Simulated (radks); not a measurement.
# C⁺ in [He] 2s2 3s1: an all-electron calculation

What are the levels of the carbon ion C+, how large are its shells, and how does its energy divide?

The numbers are computed with radks (a radial shooting solver on a logarithmic mesh, Libxc functionals) version 1 (scalar-relativistic Kohn-Sham, LDA (Slater exchange, VWN5 correlation), spin-polarised, spherical densities, finite nucleus; open shells are filled with parallel spins first), except any that are marked as measured or tabulated.

**1. The atom as given**

* element: carbon (Z = 6)
* charge: +1
* electrons: 5
* configuration: [He] 2s2 3s1
* nuclear rms radius: 2.4702 fm

The outer shells:

C⁺
```
[He] core
2s [↑↓]
3s [↑ ]
```

**2. The run**

Settings of this run:

```text
Z 6
configuration [He] 2s2 3s1
relativity scalar-relativistic
functional lda,vwn5
spin polarised
nucleus finite rms 2.4702 fm
c 137.035999084
```

Command:

```console
$ python run_ks.py task.json out
```

This one command runs every case of the session in turn.

**Question.** What will this run give?

As calculated:

| quantity | value |
| --- | --- |
| total energy | -36.52373 hartree |
| exchange-correlation share of it | 11.37 % |
| −T/E | 0.9957 |
| highest occupied level | 3s up, -8.078 eV |
| most extended occupied level | 3s up, <r> = 4.11 bohr |
| radius at density 0.001 e/bohr³ | 4.54 bohr |
| maxima of the radial density | 3 |

The radial density shows 3 maxima for 3 occupied principal shells. This is not the tabulated ground configuration, so its levels and sizes aren't those of the ground state, and no measured value stands beside it.
